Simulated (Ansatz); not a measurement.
A run of Ansatz 0.2.0:

input.yaml

```yaml
crystal:
  lattice:
    - [3.0008472788, 0.0, 0.0]
    - [-1.5004236394, 2.5988099763, 0.0]
    - [0.0, 0.0, 5.345578]
  atoms:
    - { symbol: Pt, position: [0.6666666667, 0.3333333333, 0.0] }
    - { symbol: K, position: [0.0, 0.0, 0.5] }
hamiltonian:
  xc: pbesol
  pseudopotentials: { kind: paw }
kpoints:
  mp_grid: { grid: [10, 10, 5] }
scf:
  occupations: { method: gaussian, width: 0.02 }
output:
  forces: true
  stress: true
  eigenvalues: true
```

Potentials or basis: Ansatz PAW.

Run with:

```sh
$ ansatz run input.yaml --threads 2 --pin off --max-ram 5632MiB --backend cpu --events-out ev --progress --plain --runs-dir out
```

Hardware: 2 threads of Arm Neoverse N1 (shared host).

**Question.** Estimate the wall time of this run.

**Answer.** Wall time 2.4 s on 2 threads of Arm Neoverse N1, with other jobs on the host, peak memory 0.31 GiB. Counts: scf iterations 6, plane waves 785, k points 42, bands 18.
